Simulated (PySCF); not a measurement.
**PdS2: relaxation and vibrations of the singlet**

The task is one start of a wider search on PdS2: the singlet, from a PBE0 minimum start. It is relaxed, tested by its Hessian and followed downhill if it is a saddle.

Program: PySCF 2.14.0. Level of theory: PBE0, basis Pd def2-SVP with ECP28, S def2-SVP, scalar-relativistic core potentials, no spin–orbit coupling, density fitting. These are calculated values, not measurements.

### Step 1. The starting structure

3 atoms, charge 0, spin multiplicity 1.

Bond lengths: Pd1–S2 2.308 Å, Pd1–S3 2.308 Å, S2–S3 2.030 Å. Angles: S2–Pd1–S3 52.2°, Pd1–S2–S3 63.9°, Pd1–S3–S2 63.9°.

```xyz
3
charge 0 multiplicity 1
Pd    0.0000    0.0000   -0.7804
S     1.0150    0.0000    1.2924
S    -1.0150    0.0000    1.2924
```

### Step 2. First SCF at the start

The steps below are one call of a driver around PySCF. For each, scf.py gives the equivalent set-up of the SCF; relaxations use the driver's own optimiser. After this first run the driver tries any further starts and a stability analysis.

Contents of scf.py:

```python
from pyscf import gto, scf, dft
mol = gto.M(atom='''
Pd    -0.000000     0.000000    -0.780357
S      1.015023    -0.000000     1.292418
S     -1.015023     0.000000     1.292418''',
    basis={'Pd': 'def2-SVP', 'S': 'def2-SVP'},
    ecp={'Pd': 'def2-SVP'},
    charge=0, spin=0)
mf = dft.RKS(mol, xc='PBE0')
mf.grids.atom_grid = (50, 194)
aux = {'Pd': 'def2-universal-JKFIT', 'S': 'def2-universal-JKFIT'}
mf = mf.density_fit(auxbasis=aux)
mf.conv_tol = 1e-08
mf.diis_space = 10
mf.max_cycle = 60
mf.init_guess = 'minao'
mf.verbose = 4
mf.kernel()
```

Started as:

```console
$ OMP_NUM_THREADS=2 python axn.py task.json out
```

What it wrote, shortened:

```text
[... the frontier levels of the middle cycles are left out ...]
init E= -913.077500600319
  HOMO = -0.54055818093998  LUMO = -0.509824762547327  gap/eV = 0.83630
cycle= 1 E= -922.556178543019  delta_E= -9.48  |g|=  1.8  |ddm|= 3.69
  HOMO = 0.0964833213366992  LUMO = 0.0993220464442835  gap/eV = 0.07725
cycle= 2 E= -903.792594083982  delta_E= 18.8  |g|=  5.3  |ddm|= 12.1
  HOMO = -0.258767755508634  LUMO = -0.213389275662161  gap/eV = 1.23481
cycle= 3 E= -923.361385113184  delta_E= -19.6  |g|= 0.937  |ddm|= 11.8
cycle= 4 E= -923.3143953061  delta_E= 0.047  |g|= 1.16  |ddm|= 2.96
cycle= 5 E= -923.626151527582  delta_E= -0.312  |g|= 0.564  |ddm|= 0.735
cycle= 6 E= -923.712678538479  delta_E= -0.0865  |g|= 0.189  |ddm|= 0.452
cycle= 7 E= -923.723354956033  delta_E= -0.0107  |g|= 0.0297  |ddm|= 0.208
cycle= 8 E= -923.723644023122  delta_E= -0.000289  |g|= 0.00514  |ddm|= 0.0383
cycle= 9 E= -923.723649889258  delta_E= -5.87e-06  |g|= 0.00315  |ddm|= 0.00889
cycle= 10 E= -923.723651944283  delta_E= -2.06e-06  |g|= 0.00188  |ddm|= 0.00209
cycle= 11 E= -923.723652803316  delta_E= -8.59e-07  |g|= 0.000515  |ddm|= 0.0014
cycle= 12 E= -923.723652880848  delta_E= -7.75e-08  |g|= 2.77e-05  |ddm|= 0.000636
cycle= 13 E= -923.723652881122  delta_E= -2.74e-10  |g|= 8.22e-06  |ddm|= 4.87e-05
  HOMO = -0.199824151695839  LUMO = -0.13089169201105  gap/eV = 1.87575
Extra cycle  E= -923.723652881007  delta_E= 1.15e-10  |g|= 2.25e-05  |ddm|= 3.12e-05
converged SCF energy = -923.723652881007
```

This step, with its further starts and checks, ran for 2.8 s (2 threads of Arm Neoverse N1, shared host).

The test of internal stability found no lower closed-shell solution.

### Step 3. PBE0 minimum start, singlet: relaxation

The program finds C2v symmetry in the start, which this walk keeps. Threshold on the gradient: 0.0003 Eh/bohr, with a further test on the energy change.

Changes to scf.py since step 2:

```diff
@@ -3,2 +3,2 @@
-Pd    -0.000000     0.000000    -0.780357
-S      1.015023    -0.000000     1.292418
+Pd     0.000000     0.000000    -0.780357
+S      1.015023     0.000000     1.292418
@@ -16 +15,0 @@
-mf.init_guess = 'minao'
```

Steps of the walk:

```csv
step,energy (Eh),change (kJ/mol),largest symmetric gradient (Eh/bohr)
0,-923.723653,0.00,0.00004
```

The walk took 1.4 s.

Positions (Å) and forces (eV/Å) along the way:

```
step 0
Pd   0.000   0.000  -0.780   0.000   0.000   0.001
S    1.015   0.000   1.292  -0.002   0.000   0.000
S   -1.015   0.000   1.292   0.002   0.000   0.000
```

After 0 steps and 0.0 kJ/mol it ends at C2v: Pd–S 2.308 Å (×2), S–S 2.030 Å; Pd–S–S 63.9° (×2), S–Pd–S 52.2°.

### Step 4. Is it a minimum? Harmonic modes

The point is checked on the finer grid, and tightened if its gradient asks for it. The Hessian and the dipole derivatives come from central differences of analytic gradients, with steps of 0.02 bohr.

Changes to scf.py since step 3:

```diff
@@ -10 +10 @@
-mf.grids.atom_grid = (50, 194)
+mf.grids.atom_grid = (75, 302)
@@ -13 +13 @@
-mf.conv_tol = 1e-08
+mf.conv_tol = 1e-10
```

The driver hands on the density of the step before, so the log starts near convergence.

Log of the central SCF (cycles and frontier levels):

```text
init E= -923.723682511064
  HOMO = -0.199816550023294  LUMO = -0.130895183424259  gap/eV = 1.87545
cycle= 1 E= -923.723682511061  delta_E= 2.05e-12  |g|= 2.71e-06  |ddm|= 4.85e-06
  HOMO = -0.199816060586029  LUMO = -0.130894599597458  gap/eV = 1.87545
Extra cycle  E= -923.723682511059  delta_E= 2.27e-12  |g|= 4.37e-06  |ddm|= 6.37e-06
converged SCF energy = -923.723682511059
```

The whole step took 19 s.

Geometry: C2v; Pd–S 2.308 Å (×2), S–S 2.030 Å; Pd–S–S 63.9° (×2), S–Pd–S 52.2°.

Harmonic modes (main isotopes):

```tsv
symmetry	ω (cm⁻¹)	IR (km/mol)
b2	253	1.5
a1	311	0.2
a1	593	0.4
```

No imaginary mode, so this is a minimum.

Constants and moments:

* Dipole moment: 3.48 D
* Highest occupied level: -5.44 eV
* Lowest empty level: -3.56 eV
* Rotational constants: 0.2559, 0.09841, 0.07108 cm⁻¹
* Zero-point energy: 6.9 kJ/mol
* Principal polarisabilities: 36.1, 55.0, 59.2 bohr³
* Atomisation energy without zero-point energy: 585 kJ/mol
* Principal traceless quadrupole moments about the centre of mass: -5.34, -0.09, 5.43 D Å
* Entropy at 298.15 K and 1 bar: 291.9 J/(mol K)
* Heat capacity Cp at 298.15 K: 51.9 J/(mol K)
* Enthalpy at 298.15 K above 0 K: 12.68 kJ/mol
* Rotational symmetry number: 2

Populations by atom (charges in e):

```csv
atom,Mulliken,Löwdin,polar tensor,Mayer order to Pd1
Pd1,0.16,-0.31,0.22,–
"S2,3",-0.08,0.16,-0.11,0.86
```

Mulliken populations on Pd1 (outside its core potential): s 2.35, p 6.16, d 9.33, f 0.00.

### Step 5. A spin-polarised start

A stability analysis found the closed shell of the lowest minimum unstable towards spin polarisation, so the unrestricted solution is followed.

The program finds C2v symmetry in the start, which may break. Threshold on the gradient: 0.0003 Eh/bohr, with a further test on the energy change.

Changes to scf.py since step 4:

```diff
@@ -9,2 +9,2 @@
-mf = dft.RKS(mol, xc='PBE0')
-mf.grids.atom_grid = (75, 302)
+mf = dft.UKS(mol, xc='PBE0')
+mf.grids.atom_grid = (50, 194)
@@ -13 +13 @@
-mf.conv_tol = 1e-10
+mf.conv_tol = 1e-08
```

The optimiser's trace:

```csv
step,energy (Eh),change (kJ/mol),largest gradient (Eh/bohr)
0,-923.727952,0.00,0.00395
1,-923.727997,-0.12,0.00217
2,-923.728014,-0.16,0.00011
3,-923.728014,-0.16,0.00001
```

The walk took 10 s.

End point (C2v, 3 steps, 0.2 kJ/mol gained): Pd–S 2.322 Å (×2), S–S 2.024 Å; Pd–S–S 64.2° (×2), S–Pd–S 51.7°.

### Step 6. Frequencies

The same treatment as at the point before.

Changes to scf.py since step 5:

```diff
@@ -3,3 +3,3 @@
-Pd     0.000000     0.000000    -0.780357
-S      1.015023     0.000000     1.292418
-S     -1.015023     0.000000     1.292418''',
+Pd    -0.000000    -0.000000    -0.786582
+S      1.012255     0.000000     1.302844
+S     -1.012255    -0.000000     1.302844''',
@@ -10 +10 @@
-mf.grids.atom_grid = (50, 194)
+mf.grids.atom_grid = (75, 302)
@@ -13 +13 @@
-mf.conv_tol = 1e-08
+mf.conv_tol = 1e-10
```

Log of the central SCF (cycles and frontier levels):

```text
init E= -923.728047785655
[... the frontier-level lines of each cycle are left out ...]
cycle= 1 E= -923.728047785429  delta_E= 2.26e-10  |g|= 2.2e-05  |ddm|= 3.16e-05
cycle= 2 E= -923.728047783469  delta_E= 1.96e-09  |g|= 6.46e-05  |ddm|= 8.97e-05
cycle= 3 E= -923.728047785684  delta_E= -2.21e-09  |g|= 3.24e-06  |ddm|= 6.73e-05
cycle= 4 E= -923.728047785689  delta_E= -4.77e-12  |g|= 1.81e-07  |ddm|= 3.9e-06
Extra cycle  E= -923.728047785686  delta_E= 2.05e-12  |g|= 2.63e-07  |ddm|= 8.91e-07
converged SCF energy = -923.728047785686  <S^2> = 0.67222364  2S+1 = 1.9206495
```

The whole step ran for 42 s (2 threads of Arm Neoverse N1, shared host).

Geometry: C2v; Pd–S 2.322 Å (×2), S–S 2.025 Å; Pd–S–S 64.2° (×2), S–Pd–S 51.7°.

Modes, for the most abundant isotopes:

```csv
ω (cm⁻¹),IR (km/mol),μ (u)
223,0.3,34.45
283,1.1,42.78
590,1.7,32.30
```

All wavenumbers are real: a minimum.

The SCF density has lower symmetry than the nuclear frame, so the modes carry no labels.

Properties at this point:

| Quantity | Value |
| --- | --- |
| Dipole moment | 2.92 D |
| Highest occupied level | -5.79 eV |
| Lowest empty level | -3.35 eV |
| Rotational constants | 0.2573, 0.09685, 0.07036 cm⁻¹ |
| Zero-point energy | 6.6 kJ/mol |
| Principal polarisabilities | 36.1, 59.0, 67.0 bohr³ |
| Atomisation energy without zero-point energy | 596 kJ/mol |
| Principal traceless quadrupole moments about the centre of mass | -3.96, -0.28, 4.24 D Å |
| Entropy at 298.15 K and 1 bar | 293.6 J/(mol K) |
| Heat capacity Cp at 298.15 K | 52.3 J/(mol K) |
| Enthalpy at 298.15 K above 0 K | 12.89 kJ/mol |
| Rotational symmetry number | 2 |
| Spin squared ⟨S²⟩ | 0.672 |

Charges (e) and bond orders:

| atom | Mulliken | Löwdin | polar tensor | spin (Mulliken) | Mayer order to Pd1 |
| --- | --- | --- | --- | --- | --- |
| Pd1 | 0.13 | -0.36 | 0.13 | 0.00 | – |
| S2,3 | -0.07 | 0.18 | -0.07 | 0.00 | 0.85 |

Outer orbital energies (eV). α occupied: -10.42, -9.74, -9.15, -7.89, -7.88, -7.34, -7.18, -5.79; empty: -3.35, -2.18, -0.04, 0.47. β occupied: -10.42, -9.74, -9.15, -7.89, -7.88, -7.34, -7.18, -5.79; empty: -3.35, -2.18, -0.04, 0.47.

Mulliken populations on Pd1 (outside its core potential): s 2.33, p 6.18, d 9.36, f 0.00.

### Step 7. All stationary points

| spin | group | bonds | imaginary modes (cm⁻¹) | ΔE (kJ/mol) | with zero-point energy |
| --- | --- | --- | --- | --- | --- |
| broken-symmetry (Ms = 0) | C2v (density of lower symmetry) | Pd–S 2.322 Å (×2), S–S 2.025 Å | none | 0.0 | 0.0 |
| singlet | C2v | Pd–S 2.308 Å (×2), S–S 2.030 Å | none | 11.5 | 11.8 |

### Step 8. Summary of results

```
                                          quantity                                                            value
                                           minimum                                    broken-symmetry (Ms = 0), C2v
                                          geometry  Pd–S 2.322 Å (×2), S–S 2.025 Å; Pd–S–S 64.2° (×2), S–Pd–S 51.7°
                                wavenumbers (cm⁻¹)                                                    223, 283, 590
                                     dipole moment                                                           2.92 D
highest occupied, lowest empty level (either spin)                                                  -5.79, -3.35 eV
                        polar-tensor charge of Pd1                                                          +0.13 e
                                 zero-point energy                                                       6.6 kJ/mol
                               entropy at 298.15 K                                                  293.6 J/(mol K)
         atomisation energy (no zero-point energy)                                                       596 kJ/mol
                                              ⟨S²⟩                                                            0.672
```

What this shows: The PBE0 minimum start keeps its C2v symmetry and ends in a minimum. The determinant is spin-contaminated (⟨S²⟩ = 0.67 against 0.00), so it is no pure spin state. The strongest infrared band lies at 590 cm⁻¹. Only this shape and spin were tried, so other structures or states may lie lower. The SCF density has lower symmetry than the nuclear frame.

The search up to here took 79 s.
